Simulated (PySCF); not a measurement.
# Si: excitation energy in aug-cc-pCVQZ-DK

Each state of silicon is computed at each level; their differences give the excitation energy. How far do the methods differ?

The numbers are computed with PySCF 2.14.0 (unrestricted determinants in a Gaussian basis, no spin-orbit coupling in the energies), except any that are marked as measured or tabulated.

**1. What is computed**

```
Element                                   : silicon (Z = 14)
Basis                                     : aug-cc-pCVQZ-DK (10s9p7d5f3g, 134 functions)
Hamiltonian                               : the spin-free X2C one-electron Hamiltonian (Gaussian nucleus)
State 1                                   : Si: [Ne] 3s2 3p1 3d1, one real determinant (an excited configuration)
Needed too, but not shown                 : Si [Ne] 3s2 3p2 (3P)
Methods                                   : UHF, LDA, PBE, PBE0, r2SCAN, M06, TPSS, r2SCAN0, MP2
Core shells frozen in the correlated runs : valence: [Ne]; valence and next inner shell: 1s2; all electrons: nothing (for Si)
```

The outer shells:

Si [Ne] 3s2 3p1 3d1
```
[Ne] core
3s [↑↓]
3p [↑ ][  ][  ]
3d [↑ ][  ][  ][  ][  ]
```

The runs were made by one driver on top of PySCF. The scripts below sum up each run's settings (the driver also hands on starting orbitals that pick excited configurations, and frozen orbitals as a list rather than a count), and the logs come from the driver's own runs. The driver starts from symmetry-adapted Hartree-Fock orbitals, holds the occupation by maximum overlap and uses a logarithmic radial grid for functionals, so a plain start would take other cycles.

The integrals over 134 functions and the set-up took 1.5 s of CPU time.

**2. Si [Ne] 3s2 3p1 3d1: the ladder of methods**

#### UHF

File input.py:

```python
from pyscf import gto, scf, dft, mp, cc
import basis_set_exchange as bse
mol = gto.M(atom="Si 0 0 0", charge=0, spin=2, symmetry="D2h",
            basis=gto.basis.parse(bse.get_basis("aug-cc-pCVQZ-DK", elements=["Si"], fmt="nwchem")),
            nucmod="G")
mf = scf.UHF(mol).sfx2c1e()
mf.irrep_nelec = {'Ag': (3, 3), 'B2g': (1, 0), 'B1u': (1, 1), 'B2u': (2, 1), 'B3u': (1, 1)}
mf.kernel()
```

#### LDA

input.py differs from the last one in:

```diff
@@ -5,3 +5,3 @@
             nucmod="G")
-mf = scf.UHF(mol).sfx2c1e()
+mf = dft.UKS(mol, xc="LDA,VWN").sfx2c1e()
 mf.irrep_nelec = {'Ag': (3, 3), 'B2g': (1, 0), 'B1u': (1, 1), 'B2u': (2, 1), 'B3u': (1, 1)}
```

#### PBE

input.py differs from the last one in:

```diff
@@ -5,3 +5,3 @@
             nucmod="G")
-mf = dft.UKS(mol, xc="LDA,VWN").sfx2c1e()
+mf = dft.UKS(mol, xc="PBE").sfx2c1e()
 mf.irrep_nelec = {'Ag': (3, 3), 'B2g': (1, 0), 'B1u': (1, 1), 'B2u': (2, 1), 'B3u': (1, 1)}
```

#### PBE0

input.py differs from the last one in:

```diff
@@ -5,3 +5,3 @@
             nucmod="G")
-mf = dft.UKS(mol, xc="PBE").sfx2c1e()
+mf = dft.UKS(mol, xc="PBE0").sfx2c1e()
 mf.irrep_nelec = {'Ag': (3, 3), 'B2g': (1, 0), 'B1u': (1, 1), 'B2u': (2, 1), 'B3u': (1, 1)}
```

#### r2SCAN

input.py differs from the last one in:

```diff
@@ -5,3 +5,3 @@
             nucmod="G")
-mf = dft.UKS(mol, xc="PBE0").sfx2c1e()
+mf = dft.UKS(mol, xc="R2SCAN").sfx2c1e()
 mf.irrep_nelec = {'Ag': (3, 3), 'B2g': (1, 0), 'B1u': (1, 1), 'B2u': (2, 1), 'B3u': (1, 1)}
```

#### M06

input.py differs from the last one in:

```diff
@@ -5,3 +5,3 @@
             nucmod="G")
-mf = dft.UKS(mol, xc="R2SCAN").sfx2c1e()
+mf = dft.UKS(mol, xc="M06").sfx2c1e()
 mf.irrep_nelec = {'Ag': (3, 3), 'B2g': (1, 0), 'B1u': (1, 1), 'B2u': (2, 1), 'B3u': (1, 1)}
```

#### TPSS

input.py differs from the last one in:

```diff
@@ -5,3 +5,3 @@
             nucmod="G")
-mf = dft.UKS(mol, xc="M06").sfx2c1e()
+mf = dft.UKS(mol, xc="TPSS").sfx2c1e()
 mf.irrep_nelec = {'Ag': (3, 3), 'B2g': (1, 0), 'B1u': (1, 1), 'B2u': (2, 1), 'B3u': (1, 1)}
```

#### r2SCAN0

input.py differs from the last one in:

```diff
@@ -5,3 +5,3 @@
             nucmod="G")
-mf = dft.UKS(mol, xc="TPSS").sfx2c1e()
+mf = dft.UKS(mol, xc="HYB_MGGA_XC_R2SCAN0").sfx2c1e()
 mf.irrep_nelec = {'Ag': (3, 3), 'B2g': (1, 0), 'B1u': (1, 1), 'B2u': (2, 1), 'B3u': (1, 1)}
```

#### MP2 (valence)

input.py differs from the last one in:

```diff
@@ -5,4 +5,5 @@
             nucmod="G")
-mf = dft.UKS(mol, xc="HYB_MGGA_XC_R2SCAN0").sfx2c1e()
+mf = scf.UHF(mol).sfx2c1e()
 mf.irrep_nelec = {'Ag': (3, 3), 'B2g': (1, 0), 'B1u': (1, 1), 'B2u': (2, 1), 'B3u': (1, 1)}
 mf.kernel()
+mp.UMP2(mf, frozen=5).kernel()
```

**3. Si [Ne] 3s2 3p1 3d1, continued**

#### MP2 (valence and next inner shell)

Changes to input.py since step 2:

```diff
@@ -8,2 +8,2 @@
 mf.kernel()
-mp.UMP2(mf, frozen=5).kernel()
+mp.UMP2(mf, frozen=1).kernel()
```

#### MP2 (all electrons)

input.py differs from the last one in:

```diff
@@ -8,2 +8,2 @@
 mf.kernel()
-mp.UMP2(mf, frozen=1).kernel()
+mp.UMP2(mf, frozen=0).kernel()
```

**Question.** What will these runs give?

**Answer**, as computed:

| quantity | value |
| --- | --- |
| excitation energy, Si → [Ne] 3s2 3p1 3d1 | UHF 6.443, MP2 (all electrons) 6.568 eV |

**Reading.** The methods span 0.542 eV, from M06 (6.026) to MP2 (all electrons) (6.568). No reference value is at hand in this session. All values hold for this basis alone; no basis-set limit was taken.
